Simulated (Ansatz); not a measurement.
RuAu under changes of volume

One of the cells (15.849 Å³/atom); the others are scaled copies at fixed shape and fractional positions:

```
CELL_PARAMETERS angstrom
3.16481 0.00000 0.00000
0.00000 3.16481 0.00000
0.00000 0.00000 3.16481
ATOMIC_POSITIONS crystal
Ru 0.00000 0.00000 0.00000
Au 0.50000 0.50000 0.50000
```

The cell was built by a generator and needn't be a form met in nature.

| Item | Value |
| --- | --- |
| Program | Ansatz 0.2.0 |
| Functional | PBE |
| Potentials or basis | Ansatz PAW |
| Cutoff | 420 eV (not typed: the program's choice for these potentials) |
| k mesh | 8 × 8 × 8 |
| Occupations | fermi-dirac, width 0.05 eV |
| Spin | no spin polarisation |

```tsv
volume (Å³/atom)	energy over the lowest point (meV/atom)	pressure (GPa)
14.898	?	?
15.215	19.37	9.9
15.532	4.96	4.9
15.849	0.00	0.4
16.166	3.34	-3.5
16.483	14.00	-7.0
16.800	31.11	-10.0
```

Question: What does the run at 14.898 Å³/atom give?

Answer: Energy over the lowest point 44.42 meV/atom; pressure 15.6 GPa.

Worked out: A Birch-Murnaghan fit of order 3 (a polynomial in V^(-2/3)) to the other rows has its minimum at 15.87 Å³/atom with B0 = V·E''(V) = 208 GPa and B' = 5.4. It gives 44.49 meV/atom at 14.898 Å³/atom, against the run's 44.42, and -dE/dV = 15.6 GPa, against 15.6.

Energies are extrapolated to zero smearing.
